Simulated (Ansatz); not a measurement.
# SnO: the cost of one run

Program: Ansatz 0.2.0. Level of theory: DFT PBE+D3(BJ), scalar-relativistic, plane waves, PAW. These are calculated values, not measurements.

3 further runs of the same task are left out: 3 set aside as unsound or not needed.

### 1 The structure to begin with

The structure is tetragonal, space group P4/nmm (No. 129). Conventional cell: a = 3.837 Å, b = 3.837 Å, c = 4.762 Å, α = 90.00°, β = 90.00°, γ = 90.00°. Around Sn (site symmetry 4mm) lie 4 O at 2.24 Å. O (site symmetry -4m2) has 4 Sn at 2.24 Å in its first shell of neighbours.

Structure file:

```cif
data_structure
_symmetry_space_group_name_H-M 'P4/nmm:1'
_symmetry_Int_Tables_number 129
_cell_length_a 3.8371
_cell_length_b 3.8371
_cell_length_c 4.7621
_cell_angle_alpha 90.000
_cell_angle_beta 90.000
_cell_angle_gamma 90.000
_cell_volume 70.11
loop_
_atom_site_label
_atom_site_type_symbol
_atom_site_symmetry_multiplicity
_atom_site_Wyckoff_symbol
_atom_site_fract_x
_atom_site_fract_y
_atom_site_fract_z
_atom_site_occupancy
Sn1 Sn 2 c 0.00000 0.50000 0.24324 1
O1 O 2 a 0.00000 0.00000 0.00000 1
```

It is built from the cell relaxed beforehand with the same method (17.53 Å³/atom).

### 2 The reference: the undisturbed cell on the scan's mesh

File input.yaml:

```yaml
crystal:
  lattice:
    - [-3.8370962924, 0.0, 0.0]
    - [0.0, 0.0, -4.7621298094]
    - [0.0, -7.6741925848, 0.0]
  atoms:
    - { symbol: Sn, position: [1.0, 0.7567578533, 0.25] }
    - { symbol: Sn, position: [1.0, 0.7567578533, 0.75] }
    - { symbol: Sn, position: [0.5, 0.2432421467, 0.5] }
    - { symbol: Sn, position: [0.5, 0.2432421467, 1.0] }
    - { symbol: O, position: [0.0, 1.0, 0.0] }
    - { symbol: O, position: [0.0, 1.0, 0.5] }
    - { symbol: O, position: [0.5, 1.0, 0.25] }
    - { symbol: O, position: [0.5, 1.0, 0.75] }
basis:
  ecutwfc: 420
kpoints:
  mp_grid: { grid: [10, 8, 6] }
hamiltonian:
  xc: pbe
  dispersion: d3bj
scf:
  occupations: { method: gaussian, width: 0.15 }
output:
  forces: true
  stress: true
  eigenvalues: true
  write_density: true
  write_potential: true
  elf: true
  volumetric_format: npy
```

Command:

```console
$ ansatz run input.yaml --threads 2 --pin off --max-ram 5120MiB --backend cpu --events-out ev --progress --plain --runs-dir out
```

What time and memory should one allow on 2 threads of AMD EPYC 9R45 (Zen 5), shared host?

About 10 s, with a peak of 0.83 GiB.
